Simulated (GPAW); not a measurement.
Crystal: Mn3Al.

```
CELL_PARAMETERS angstrom
0.00000 2.85803 2.85803
2.85803 0.00000 2.85803
2.85803 2.85803 0.00000
ATOMIC_POSITIONS crystal
Mn 0.00000 0.00000 0.00000
Mn 0.25000 0.25000 0.25000
Mn 0.75000 0.75000 0.75000
Al 0.50000 0.50000 0.50000
```

The cell comes from a database or a generator and needn't be the stable form of this composition.

Base run:

* Program: GPAW 26.7.0
* Functional: PBEsol
* Potentials or basis: PAW data sets generated in the run's folder for this functional
* Cutoff: 600 eV
* Basis: pw
* k mesh: 7 × 7 × 7
* Occupations: fermi-dirac, width 0.05 eV
* Spin: collinear spin, ferromagnetic start
* Starting moments: [4.0, 4.0, 4.0, 0.0] μB
* Hubbard terms: Mn d U = 4 eV

Its results: pressure 50.9 GPa; net moment 10.71 μB per cell; site moments Mn +3.79, +3.48; Al -0.17 μB.

**Question.** The run is repeated on the same cell with these changes: hubbard terms from Mn d U = 4 eV to none. What comes out?

**Answer.** Pressure -7.8 GPa; net moment 2.52 μB per cell; site moments Mn +0.78, +0.85; Al -0.02 μB.

Caveats: a pressure of tens of GPa on the cell as given is suspect, and the run, the potentials or the cell itself is likely at fault (some runs); the U is typed as a test and isn't derived for this compound (some runs); the moment fell far below its start of 4 μB, so a state of higher moment may lie lower in energy (some runs).

Not every run made on this cell is shown here.
